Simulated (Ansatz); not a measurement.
Ta3Cu under changes of volume

One of the cells (16.942 Å³/atom); the others are scaled copies at fixed shape and fractional positions:

```
Ta Cu
1.0
    -2.00651    2.00651    4.20817
     2.00651   -2.00651    4.20817
     2.00651    2.00651   -4.20817
Ta Cu
3 1
Direct
  0.50000 0.50000 0.00000
  0.25000 0.75000 0.50000
  0.75000 0.25000 0.50000
  0.00000 0.00000 0.00000
```

The cell comes from a database or a generator and needn't be the stable form of this composition.

```yaml
Program: Ansatz 0.2.0
Functional: PBEsol
Potentials_or_basis: all-electron LAPW, scalar-relativistic
Cutoff: 267 eV (chosen from the basis error)
Basis_error_allowed: 0.001 eV/atom
k_mesh: 9 × 9 × 9
Occupations: fermi-dirac, width 0.05 eV
Spin: no spin polarisation
```

| volume (Å³/atom) | energy over the lowest point (meV/atom) | pressure (GPa) |
| --- | --- | --- |
| 15.926 | 7.12 | 5.6 |
| 16.265 | 0.00 | 1.2 |
| 16.604 | ? | ? |
| 16.942 | 11.23 | -6.3 |
| 17.281 | 27.98 | -9.5 |
| 17.620 | 51.27 | -12.4 |
| 17.959 | 80.42 | -15.1 |

Question: What does the run at 16.604 Å³/atom give?

Answer: Energy over the lowest point 1.64 meV/atom; pressure -2.7 GPa.

Worked out: A Birch-Murnaghan fit of order 3 (a polynomial in V^(-2/3)) to the other rows has its minimum at 16.37 Å³/atom with B0 = V·E''(V) = 194 GPa and B' = 3.9 at fixed shape and positions, which overstates the stiffness. It gives 1.66 meV/atom at 16.604 Å³/atom, against the run's 1.64, and -dE/dV = -2.7 GPa, against -2.7.

Energies are extrapolated to zero smearing.

The runs don't all hold the same shells in valence.
